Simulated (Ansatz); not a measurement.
# TaMo4: the cost of one run

Computed with Ansatz 0.2.0 (DFT PBE, scalar-relativistic, plane waves, PAW, unless a step names another level, unless a step's input says otherwise).

## (1) The structure to begin with

The structure is monoclinic, space group C2/m (No. 12). Conventional cell: a = 13.117 Å, b = 4.499 Å, c = 2.775 Å, α = 90.00°, β = 98.00°, γ = 90.00°. Around Ta (site symmetry 2/m) lie 6 Mo at 2.77 Å and 2 Ta at 2.78 Å. Mo (site symmetry m) has 6 Mo at 2.72 to 2.80 Å and 2 Ta at 2.77 Å as nearest neighbours. Mo (site symmetry m) is surrounded by 7 Mo at 2.72 to 2.78 Å and 1 Ta at 2.77 Å.

Structure file:

```cif
data_structure
_symmetry_space_group_name_H-M 'C2/m'
_symmetry_Int_Tables_number 12
_cell_length_a 13.1165
_cell_length_b 4.4994
_cell_length_c 2.7754
_cell_angle_alpha 90.000
_cell_angle_beta 97.999
_cell_angle_gamma 90.000
_cell_volume 162.20
loop_
_atom_site_label
_atom_site_type_symbol
_atom_site_symmetry_multiplicity
_atom_site_Wyckoff_symbol
_atom_site_fract_x
_atom_site_fract_y
_atom_site_fract_z
_atom_site_occupancy
Ta1 Ta 2 c 0.00000 0.00000 0.50000 1
Mo1 Mo 4 i 0.89797 0.50000 0.09461 1
Mo2 Mo 4 i 0.79906 0.00000 0.70448 1
```

The cell was relaxed beforehand at this level, from a generated guess; it is a trial structure. At a tolerance of 0.05 Å it has space group C2/m (No. 12); it has 16.22 Å³/atom, an uncorrected energy of -0.07 eV/atom over the elements.

## (2) Bands, states and charges

input.yaml reads:

```yaml
crystal:
  lattice:
    - [6.5582571322, -2.2496818189, -0.0103165896]
    - [6.5582571322, 2.2496818189, -0.0103165896]
    - [-0.3818777947, 0.0, 2.7490028437]
  atoms:
    - { symbol: Ta, position: [0.0, 0.0, 0.5] }
    - { symbol: Mo, position: [0.397965937, 0.397965937, 0.0946053766] }
    - { symbol: Mo, position: [0.602034063, 0.602034063, 0.9053946234] }
    - { symbol: Mo, position: [0.7990569544, 0.7990569544, 0.7044754753] }
    - { symbol: Mo, position: [0.2009430456, 0.2009430456, 0.2955245247] }
basis:
  ecutwfc: 420
kpoints:
  mp_grid: { grid: [10, 10, 14] }
  band_path:
    path:
      - [[0.0, 0.0, 0.0], [-0.27999826, 0.27999826, 0.0]]
      - [[-0.72000174, -0.27999826, 0.0], [-0.5, -0.5, 0.0], [0.0, 0.0, 0.0], [-0.5, -0.5, 0.5], [-0.73972951, -0.26027049, 0.5]]
      - [[-0.26027049, 0.26027049, 0.5], [0.0, 0.0, 0.5], [0.0, 0.0, 0.0]]
      - [[-0.5, 0.0, 0.5], [0.0, 0.0, 0.0], [-0.5, 0.0, 0.0]]
    npoints: 14
hamiltonian:
  xc: pbe
scf:
  occupations: { method: gaussian, width: 0.1 }
  n_extra_bands: 12
output:
  forces: true
  stress: true
  eigenvalues: true
  populations: true
  dos: { projected: true, de: 0.02, nscf_kmesh: { grid: [12, 12, 17] } }
  bader: true
```

Run with:

```sh
$ ansatz run input.yaml --threads 1 --pin off --max-ram 2560MiB --backend cpu --events-out ev --progress --plain --runs-dir out
```

Q: Estimate wall time and peak memory on 1 thread of Intel Xeon at 2.70GHz, shared host.

About 3.1 min, with a peak of 1.8 GiB.
